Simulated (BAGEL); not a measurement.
# PBE0/6-311+G(d,p) (density fitting with qzvpp-jkfit) run of BH2S2F (SMILES FB(S)S)

Aim: the energy change on altering one bond length of BH2S2F at PBE0/6-311+G** (density fitting with qzvpp-jkfit), from 2 runs. 

The results are computed with BAGEL 1.2.2.

2 further runs of the same task are left out: 2 set aside as unsound or not needed.

### Step 1. The structure to begin with

BH2S2F: 6 atoms, total charge 0, spin state singlet. As SMILES, `FB(S)S`. Geometry: relaxed at PBE0-D4/def2-TZVP. This is one conformer, not always the lowest.

Bond lengths: F1–B2 1.328 Å, B2–S3 1.805 Å, B2–S4 1.805 Å, S3–H5 1.343 Å, S4–H6 1.343 Å. Angles: F1–B2–S3 120.5°, F1–B2–S4 120.5°, S3–B2–S4 119.0°, B2–S3–H5 94.6°, B2–S4–H6 94.6°.

### Step 2. A single-point energy at PBE0/6-311+G(d,p) (density fitting with qzvpp-jkfit)

File input.json:

```json
{ "bagel": [

{
  "title": "molecule",
  "basis": "6-311+gss.json",
  "df_basis": "qzvpp-jkfit",
  "angstrom": true,
  "geometry": [
    { "atom": "F", "xyz": [      -0.456900,      -0.765900,       1.012900 ] },
    { "atom": "B", "xyz": [      -0.001000,      -0.023800,       0.010100 ] },
    { "atom": "S", "xyz": [       1.755200,      -0.026800,      -0.408100 ] },
    { "atom": "S", "xyz": [      -1.127900,       1.003700,      -0.956200 ] },
    { "atom": "H", "xyz": [       2.093900,      -0.896800,       0.557800 ] },
    { "atom": "H", "xyz": [      -2.221100,       0.645500,      -0.262500 ] }
  ]
},

{
  "title": "ks",
  "xc_func": "pbe0",
  "charge": 0
},

{
  "title": "print",
  "file": "orbitals.molden",
  "orbitals": true
}

]}
```

The basis set 6-311+G** is read from a file made from the Basis Set Exchange's data (not shown).

Run with:

```sh
$ BAGEL_NUM_THREADS=1 BAGEL input.json > input.out
```

The program printed:

```text
* using 1 threads per process

  ===============================================================
  ===============================================================

  *** Geometry ***

  { "atom" : "F", "xyz" : [     -0.863416,     -1.447341,      1.914104 ] },
  { "atom" : "B", "xyz" : [     -0.001890,     -0.044975,      0.019086 ] },
  { "atom" : "S", "xyz" : [      3.316847,     -0.050645,     -0.771197 ] },
  { "atom" : "S", "xyz" : [     -2.131422,      1.896718,     -1.806956 ] },
  { "atom" : "H", "xyz" : [      3.956898,     -1.694706,      1.054089 ] },
  { "atom" : "H", "xyz" : [     -4.197271,      1.219818,     -0.496053 ] },

  Number of auxiliary basis functions:      444

  Since a DF basis is specified, we compute 2- and 3-index integrals:
    o Being stored without compression. Storage requirement is 0.048 GB

  Number of basis functions:      116
  Number of electrons      :       48

    * METHOD: MOLECULE                             0.24

  *** Kohn-Sham DFT ***

    * Removing 10258 points whose weight is below 1.00e-10
    * Grid points: 79178

  === Nuclear Repulsion ===
   187.0368817544

       - DIIS with orbital gradients will be used.

  === KS iteration (pbe0 / 6-311+gss.json) ===
      0       -788.52383298          0.43670920           0.41
      1       -721.96927179          0.38654675           0.60
      2       -868.03766479          0.28194012           0.35
      3       -919.79150618          0.06747472           0.35
      4       -919.54897639          0.07003980           0.41
      5       -922.02616904          0.00509944           0.37
      6       -922.03529243          0.00317713           0.35
      7       -922.04102970          0.00018623           0.36
      8       -922.04104613          0.00007041           0.38
      9       -922.04104869          0.00003004           0.35
     10       -922.04104914          0.00001282           0.38
     11       -922.04104923          0.00000261           0.38
     12       -922.04104923          0.00000072           0.36
     13       -922.04104923          0.00000020           0.35
     14       -922.04104923          0.00000007           0.34
     15       -922.04104923          0.00000001           0.32
     16       -922.04104923          0.00000001           0.33
    * SCF iteration converged.

    * Permanent dipole moment:
           (    0.132161,     0.215404,    -0.291053) a.u.

    * METHOD: KS                                   6.81

    * METHOD: PRINT                                0.02

  ===============================================================
```

Wall time 8.4 s (1 thread of Intel Xeon 6975P-C (Granite Rapids), shared host); peak memory 0.44 GiB.

### Step 3. The distorted shape, same level

File calc.json:

```json
{ "bagel": [

{
  "title": "molecule",
  "basis": "6-311+gss.json",
  "df_basis": "qzvpp-jkfit",
  "angstrom": "true",
  "geometry": [
    { "atom": "F", "xyz": [    0.106569,   -1.279667,    1.496066 ] },
    { "atom": "B", "xyz": [    0.562469,   -0.537567,    0.493266 ] },
    { "atom": "S", "xyz": [    2.318669,   -0.540567,    0.075066 ] },
    { "atom": "S", "xyz": [   -1.127900,    1.003700,   -0.956200 ] },
    { "atom": "H", "xyz": [    2.657369,   -1.410567,    1.040966 ] },
    { "atom": "H", "xyz": [   -2.221100,    0.645500,   -0.262500 ] }
  ]
},
{ "title": "ks", "xc_func": "pbe0" },
{ "title": "print", "file": "orbitals.molden", "orbitals": "true" }

]}
```

The basis set 6-311+G** is read from a file made from the Basis Set Exchange's data (not shown).

Run with:

```sh
$ BAGEL_NUM_THREADS=1 BAGEL calc.json > calc.out
```

The program printed:

```text
* using 1 threads per process

  ===============================================================
  ===============================================================

  *** Geometry ***

  { "atom" : "F", "xyz" : [      0.201386,     -2.418220,      2.827155 ] },
  { "atom" : "B", "xyz" : [      1.062912,     -1.015854,      0.932138 ] },
  { "atom" : "S", "xyz" : [      4.381649,     -1.021524,      0.141854 ] },
  { "atom" : "S", "xyz" : [     -2.131422,      1.896718,     -1.806956 ] },
  { "atom" : "H", "xyz" : [      5.021700,     -2.665585,      1.967141 ] },
  { "atom" : "H", "xyz" : [     -4.197271,      1.219818,     -0.496053 ] },

  Number of auxiliary basis functions:      444

  Since a DF basis is specified, we compute 2- and 3-index integrals:
    o Being stored without compression. Storage requirement is 0.048 GB

  Number of basis functions:      116
  Number of electrons      :       48

    * METHOD: MOLECULE                             0.25

  *** Kohn-Sham DFT ***

    * Removing 9235 points whose weight is below 1.00e-10
    * Grid points: 80201

  === Nuclear Repulsion ===
   162.2603763611

       - DIIS with orbital gradients will be used.

  === KS iteration (pbe0 / 6-311+gss.json) ===
      0       -787.08428748          0.42994885           0.44
      1       -722.35877969          0.36596802           0.57
      2       -863.47367681          0.26583304           0.42
      3       -911.35353659          0.08401979           0.43
      4       -826.77439029          0.10811009           0.42
      5       -903.80111700          0.08780297           0.42
      6       -915.83826388          0.07345833           0.41
      7       -914.56403605          0.06830031           0.44
      8       -916.74131738          0.07601370           0.48
      9       -916.80120035          0.07045511           0.47
     10       -823.41987050          0.11135972           0.44
     11       -909.18813719          0.11567220           0.45
     12       -910.13339869          0.11984331           0.48
     13       -906.78336592          0.08786189           0.47
     14       -907.82021888          0.08587976           0.45
     15       -913.53664233          0.07503261           0.62
     16       -822.26202601          0.10833710           0.48
     17       -907.54287068          0.08269866           0.44
     18       -907.80488052          0.09287219           0.44
     19       -908.12130173          0.08144928           0.44
     20       -907.49848995          0.08690928           0.39
     21       -905.85501882          0.08775124           0.43
     22       -818.02833379          0.10591018           0.46
     23       -905.75596873          0.08615273           0.58
     24       -906.64232827          0.08428016           0.58
     25       -912.52120945          0.10103600           0.46
     26       -913.23966239          0.08983837           0.46
     27       -911.65338857          0.11204191           0.45
     28       -822.92838091          0.10887573           0.41
     29       -915.00690103          0.07022207           0.39
     30       -913.95722990          0.07105239           0.48
     31       -909.40717693          0.10324467           0.44
     32       -913.86698541          0.08088068           0.50
     33       -908.99703894          0.09935291           0.46
     34       -824.89261111          0.11089767           0.45
     35       -914.72143322          0.06777371           0.48
     36       -915.23061969          0.06350000           0.43
     37       -915.14972162          0.06523451           0.43
     38       -915.12201400          0.06412127           0.40
     39       -914.75577176          0.06446240           0.39
     40       -826.52282787          0.11129653           0.47
     41       -914.60034658          0.06902760           0.46
     42       -914.58616498          0.06625875           0.40
     43       -914.83568063          0.07048910           0.41
     44       -915.07273392          0.07029320           0.45
     45       -914.12932476          0.07033244           0.47
     46       -826.41401478          0.11299613           0.46
     47       -914.49858101          0.06374752           0.44
     48       -918.99626993          0.05605996           0.49
     49       -915.71914109          0.05807508           0.43
     50       -916.60196741          0.06856344           0.47
     51       -915.36818789          0.06150717           0.43
     52       -850.29452571          0.15761645           0.47
     53       -921.40570189          0.02587957           0.40
     54       -921.56221794          0.02179240           0.40
     55       -921.86907283          0.00845521           0.41
     56       -921.92685059          0.00454693           0.46
     57       -921.93926567          0.00193986           0.44
     58       -921.94028101          0.00078834           0.41
     59       -921.94065540          0.00008545           0.43
     60       -921.94065931          0.00002758           0.56
     61       -921.94065977          0.00001437           0.49
     62       -921.94065990          0.00000524           0.36
     63       -921.94065992          0.00000263           0.42
     64       -921.94065992          0.00000104           0.40
     65       -921.94065992          0.00000022           0.40
     66       -921.94065992          0.00000009           0.38
     67       -921.94065992          0.00000005           0.44
     68       -921.94065992          0.00000002           0.49
     69       -921.94065992          0.00000001           0.41
     70       -921.94065992          0.00000001           0.44
    * SCF iteration converged.

    * Permanent dipole moment:
           (   -0.734184,     0.796194,    -0.782158) a.u.

    * METHOD: KS                                  32.41

    * METHOD: PRINT                                0.03

  ===============================================================
```

It took 34 s on 1 thread of Intel Xeon 6975P-C (Granite Rapids), shared host; peak memory 0.44 GiB.

### Step 4. What came out

Level: PBE0/6-311+G** (density fitting with qzvpp-jkfit).

```
                                                         quantity          value
                                        first shape: total energy  -922.04105 Eh
                                       first shape: dipole moment         0.98 D
                                         first shape: HOMO energy       -7.72 eV
                                         first shape: LUMO energy       -0.40 eV
                                       first shape: HOMO–LUMO gap        7.32 eV
                                    distorted shape: total energy  -921.94066 Eh
                                   distorted shape: dipole moment         3.40 D
                                     distorted shape: HOMO energy       -6.90 eV
                                     distorted shape: LUMO energy       -2.70 eV
                                   distorted shape: HOMO–LUMO gap        4.19 eV
energy change with the B2–S4 bond stretched from 1.805 to 2.708 Å       2.732 eV
```

**Reading.** With the B2–S4 bond stretched from 1.805 to 2.708 Å the energy rises by 2.73 eV (63 kcal/mol). The first shape isn't relaxed at this level, so the change isn't measured from a minimum.
